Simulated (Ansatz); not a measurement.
# BNH2O (SMILES BN=O) at revPBE/STO-3G

Aim: the electronic atomisation energy of BNH2O at revPBE/STO-3G, from 5 runs. 

The results are computed with Ansatz 0.2.0.

59 further runs of the same task are left out: 4 that didn't finish, 55 set aside as unsound or not needed.

## (1) The molecule

BNH2O: 5 atoms, total charge 0, spin state singlet. SMILES: `BN=O`. The coordinates come from a GFN2-xTB relaxation.

Bond lengths: B1–N2 1.295 Å, N2–O3 1.192 Å, B1–H4 1.165 Å, B1–H5 1.166 Å. Angles: B1–N2–O3 179.9°, N2–B1–H4 118.8°, N2–B1–H5 118.8°, H4–B1–H5 122.4°.

## (2) A single-point energy at revPBE/STO-3G

File run.yaml:

```yaml
crystal:
  periodic: [false, false, false]
  atoms:
    - {symbol: B, position_ang: [-0.303260, 0.384710, -0.206480]}
    - {symbol: N, position_ang: [0.435210, -0.552070, 0.296940]}
    - {symbol: O, position_ang: [1.113730, -1.415380, 0.760240]}
    - {symbol: H, position_ang: [-1.158940, 0.091910, -0.941520]}
    - {symbol: H, position_ang: [-0.086740, 1.490830, 0.090820]}
basis:
  gaussian: {orbitals: STO-3G}
accuracy: high
hamiltonian: {xc: {name: revPBE}}
```

The run is started by

```console
$ ansatz run run.yaml --threads 1 --pin off --max-ram 2610MiB --events-out events.jsonl --progress --plain --runs-dir runs
```

The program printed:

```text
Warning: RAYON_NUM_THREADS=1 ignored (pool sized by the plan → 1); use --threads N
Functional definition: revPBE
  name "revPBE"
  parameter kappa = 1.245
  parameter beta = 0.06672455060314922
  exchange = pbe_x(kappa = kappa, mu = beta*pi^2/3)
  correlation = pbe_c(beta = beta)
294 factors; integrals over basis functions are off by at most 2.9e-8 eV
mean field evaluation 1: about -4184.6985 eV, gradient 2.2e1 eV
mean field evaluation 2: about -4160.3023 eV, gradient 7.7e1 eV
mean field evaluation 4: about -4186.3330 eV, gradient 1.0e1 eV
mean field evaluation 8: about -4186.5270 eV, gradient 1.0e-1 eV
mean field evaluation 16: about -4186.5270 eV, gradient 7.9e-8 eV
mean field -4186.52699862 eV, -153.8520294693 hartree, gradient 8.4e-8 eV, S^2 0.000000; 0 other end points of the search recorded, 0 dependent functions left out
reference -4186.52700039 eV, -153.8520295343 hartree; 11, 11 occupied and 6, 6 virtual orbitals, 294 factors
Total energy: -4186.52700039 eV, -153.8520295343 hartree
```

It took 0.91 s on 1 thread of Arm Neoverse V1, shared host.

## (3) The B atom at the same level

File run.yaml:

```yaml
crystal:
  periodic: [false, false, false]
  atoms:
    - {symbol: B, position_ang: [0.000000, 0.000000, 0.000000]}
basis:
  gaussian:
    orbitals: STO-3G
total_charge: 0
magnetization:
  spin_polarized: true
  initial_magnetization: 1
hamiltonian:
  xc: {name: revPBE}
accuracy: high
```

Run the same way, it converges to -24.26814 Eh (log not shown).

## (4) The H atom at the same level

File input.yaml:

```yaml
crystal:
  periodic: [false, false, false]
  atoms:
    - symbol: H
      position_ang: [0.000000, 0.000000, 0.000000]
basis:
  gaussian:
    orbitals: STO-3G
total_charge: 0
magnetization:
  spin_polarized: true
  initial_magnetization: 1
hamiltonian:
  xc: {name: revPBE}
accuracy: high
```

The run is started by

```console
$ ansatz run input.yaml --threads 1 --pin off --max-ram 2610MiB --events-out events.jsonl --progress --plain --runs-dir runs
```

The program printed (excerpt; [...] marks lines left out):

```text
Warning: RAYON_NUM_THREADS=1 ignored (pool sized by the plan → 1); use --threads N
[... 6 set-up lines as earlier in the session ...]
1 factors; integrals over basis functions are off by at most 4.6e-10 eV
mean field evaluation 1: about -12.7921 eV, gradient 0.0e0 eV
mean field evaluation 2: about -12.7921 eV, gradient 0.0e0 eV
mean field -12.79208501 eV, -0.4701004535 hartree, gradient 0.0e0 eV, S^2 0.750000; 0 other end points of the search recorded, 0 dependent functions left out
reference -12.79208638 eV, -0.4701005037 hartree; 1, 0 occupied and 0, 1 virtual orbitals, 1 factors
Total energy: -12.79208638 eV, -0.4701005037 hartree
```

It took 0.08 s on 1 thread of Arm Neoverse V1, shared host.

## (5) The N atom at the same level

File molecule.yaml:

```yaml
crystal:
  periodic: [false, false, false]
  atoms:
    - {symbol: N, position_ang: [0.000000, 0.000000, 0.000000]}
basis:
  gaussian:
    orbitals: STO-3G
hamiltonian:
  xc: {name: revPBE}
accuracy: high
magnetization:
  spin_polarized: true
  initial_magnetization: 3
```

The run is started by

```console
$ ansatz run molecule.yaml --threads 1 --pin off --max-ram 2610MiB --events-out events.jsonl --progress --plain --runs-dir runs
```

The program printed (excerpt; [...] marks lines left out):

```text
Warning: RAYON_NUM_THREADS=1 ignored (pool sized by the plan → 1); use --threads N
[... 6 set-up lines as earlier in the session ...]
15 factors; integrals over basis functions are off by at most 1.1e-9 eV
mean field evaluation 1: about -1466.0095 eV, gradient 6.7e-10 eV
mean field evaluation 2: about -1466.0098 eV, gradient 3.0e-9 eV
mean field -1466.00983731 eV, -53.8748678241 hartree, gradient 0.0e0 eV, S^2 3.750000; 0 other end points of the search recorded, 0 dependent functions left out
reference -1466.00983839 eV, -53.8748678637 hartree; 5, 2 occupied and 0, 3 virtual orbitals, 15 factors
Total energy: -1466.00983839 eV, -53.8748678637 hartree
```

It took 0.16 s on 1 thread of Arm Neoverse V1, shared host.

## (6) The O atom, same level

File molecule.yaml:

```yaml
crystal:
  periodic: [false, false, false]
  atoms:
    - {symbol: O, position_ang: [0.000000, 0.000000, 0.000000]}
basis:
  gaussian: {orbitals: STO-3G}
magnetization: {spin_polarized: true, initial_magnetization: 2}
hamiltonian: {xc: {name: revPBE}}
accuracy: high
```

Run the same way, it converges to -74.01699 Eh (log not shown).

## (7) Outcome

Level: revPBE/STO-3G.

```
                     quantity          value
       molecule: total energy  -153.85203 Eh
         B atom: total energy   -24.26814 Eh
                 B atom: ⟨S²⟩          0.750
         H atom: total energy    -0.47010 Eh
                 H atom: ⟨S²⟩          0.750
         N atom: total energy   -53.87487 Eh
                 N atom: ⟨S²⟩          3.750
         O atom: total energy   -74.01699 Eh
                 O atom: ⟨S²⟩          2.000
electronic atomisation energy      20.458 eV
```

In words: Taking the molecule apart into free atoms costs 20.46 eV (1974 kJ/mol), before zero-point energy and without spin-orbit coupling. In a minimal basis such a difference can be off by several eV, whatever the method.
